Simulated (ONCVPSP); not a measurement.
# An ONCV potential for scandium, from input to tests

Task: generate the file, and judge it by its errors in other configurations, its logarithmic derivatives, its ghosts and its cutoff.

Program: ONCVPSP 4.0.1. Reference atom: revPBE, scalar-relativistic, spherical and spin-unpolarised. All values are calculated.

## 1. Settings

The settings as typed:

- element: scandium (Sc, Z = 21)
- type: optimised norm-conserving Vanderbilt (ONCV)
- frozen core: [Ne]
- valence charge: 11
- reference configuration: 3s2 3p6 3d1 4s2
- partial waves: 3s+4s: rc 1.75 bohr, ncon 3, nbas 7, qcut 6 1/bohr, 3 projectors, debl 1.3 Ha; 3p: rc 1.80 bohr, ncon 4, nbas 9, qcut 7.8 1/bohr, 2 projectors, debl 2.7 Ha; 3d: rc 1.90 bohr, ncon 3, nbas 8, qcut 8.3 1/bohr, 2 projectors, debl 2.6 Ha
- local potential: polynomial inside 1.45 bohr (lpopt 5, dvloc0 1 Ha)
- core correction: not asked for

## 2. The generation run

Contents of Sc.dat:

```
# ATOM AND REFERENCE CONFIGURATION
# atsym  z   nc   nv     iexc    psfile
  Sc 21.00    3    4  -102130      upf
#
#   n    l    f
    1    0    2.00
    2    0    2.00
    2    1    6.00
    3    0    2.00
    3    1    6.00
    3    2    1.00
    4    0    2.00
#
# PSEUDOPOTENTIAL AND OPTIMIZATION
# lmax
    2
#
#   l,   rc,      ep,       ncon, nbas, qcut
    0    1.75    0.00    3    7    6.00
    1    1.80    0.00    4    9    7.80
    2    1.90    0.00    3    8    8.30
#
# LOCAL POTENTIAL
# lloc, lpopt,  rc(5),   dvloc0
    4    5    1.45    1.00
#
# VANDERBILT-KLEINMAN-BYLANDER PROJECTORs
# l, nproj, debl
    0    3    1.30
    1    2    2.70
    2    2    2.60
#
# MODEL CORE CHARGE
# icmod, fcfact, rcfact
    0    0.00    0.00
#
# LOG DERIVATIVE ANALYSIS
# epsh1, epsh2, depsh
   -4.00    5.00    0.02
#
# OUTPUT GRID
# rlmax, drl
    6.00    0.01
#
# TEST CONFIGURATIONS
# ncnf
    4
# nvcnf
#   n    l    f
    4
    3    0    2.00
    3    1    6.00
    3    2    1.00
    4    0    1.00
#
    4
    3    0    2.00
    3    1    6.00
    3    2    1.00
    4    0    0.00
#
    4
    3    0    2.00
    3    1    6.00
    3    2    0.00
    4    0    0.00
#
    4
    3    0    2.00
    3    1    6.00
    3    2    0.00
    4    0    2.00
#
```

On the command line:

```console
$ oncvpsp.x < Sc.dat > Sc.out
```

What does the calculation give? Wanted: cutoffs for 1 and 0.1 mHa per electron, occupied waves; bound ghosts; GHOST(+) flags; largest test error; largest phase difference near zero energy, channels read.

The runs gave:

```
                                                quantity                                           value
  cutoffs for 1 and 0.1 mHa per electron, occupied waves                                 24 Ha and 28 Ha
                                            bound ghosts                                      none found
                                          GHOST(+) flags                              none at low energy
                            largest test error (AE − PS)  +60 meV, for 3s2 3p6 3d0 4s2 (1 test unsolved)
largest phase difference near zero energy, channels read                                       0.001 rad
```

In words: The worst unpolarised test, 3s2 3p6 3d0 4s2, is off by 60 meV on 8.3 eV; by total energies transferability rates as fair where solved. Of the tests 1 gave no usable energy difference, which is a warning in itself. By its cutoff, 24 Ha for the looser tolerance, it is of middling hardness. At the looser tolerance the 3d wave is the slowest; 3p needs 17 Ha. It is free of bound ghosts as far as tested. Near zero energy the phases of the channels with partial waves agree within 0.001 rad. All of this concerns the isolated atom, not yet a solid.
